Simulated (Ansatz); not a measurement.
## ClFSn, SMILES [F][Sn][Cl]: an atomisation energy, step by step

With the Python package of Ansatz (0.2.0).

Run as a notebook:

In [1]:
```python
from collections import Counter

import ansatz as az
```

In [2]:
```python
def energy_of(molecule, charge=0, unpaired=0):
    calc = molecule.calculation().basis(gaussian="def2-SVPD").correlation("CCSD(T)")
    if charge:
        calc = calc.charge(charge)
    if unpaired:
        calc = calc.spin("collinear", total=unpaired)
    report = calc.run(threads=1).report
    if report["published_state_doubts"]:
        print("  doubts:", report["published_state_doubts"])
    return report["free_energy_ev"]

mol = (
    az.Crystal.molecule()
    .atom("F", (-1.4524, 0.3214, -0.7683))
    .atom("Sn", (0.1371, 0.7949, 0.1642))
    .atom("Cl", (1.3044, -1.1811, 0.5909))
)
```

In [3]:
```python
# unpaired electrons of the ground-state atoms
unpaired = {"F": 1, "Sn": 2, "Cl": 1}
counts = Counter(site.symbol for site in mol.cartesian_sites)
atom_energy = {s: energy_of(az.Crystal.molecule().atom(s, (0, 0, 0)), 0, unpaired[s]) for s in counts}
whole = energy_of(mol, 0, 0)
for s, e in atom_energy.items():
    print(f"{s:2s} x{counts[s]}  {e:14.5f} eV")
print(f"ClFSn: {whole:.5f} eV")
split = sum(counts[s] * e for s, e in atom_energy.items()) - whole
print(f"atomisation energy (no zero-point term): {96.485332 * split:.1f} kJ/mol, {split / sum(counts.values()):.3f} eV an atom")
```
```text
F  x1     -2706.15921 eV
Sn x1     -5807.23076 eV
Cl x1    -12502.68976 eV
ClFSn: -21024.57354 eV
atomisation energy (no zero-point term): 819.5 kJ/mol, 2.831 eV an atom
```

819.5 kJ/mol from the electronic energies, without the zero-point term.

What to keep in mind:
- Total energies depend on the basis set; only differences at equal settings carry meaning.
- The geometry is a force-field or estimated start, not a minimum of this method, and the basis set is short of its limit. All parts are taken at fixed geometry, without zero-point energy.
- def2 sets replace the cores of elements past krypton by effective core potentials.
- In double-zeta sets correlated atomisation energies come out some 10 to 15 % low.
- The spin-orbit lowering of heavy atoms is left out.
- Timing: 4 s on 1 thread of Arm Neoverse V2 (shared host), peak memory 0.29 GiB.
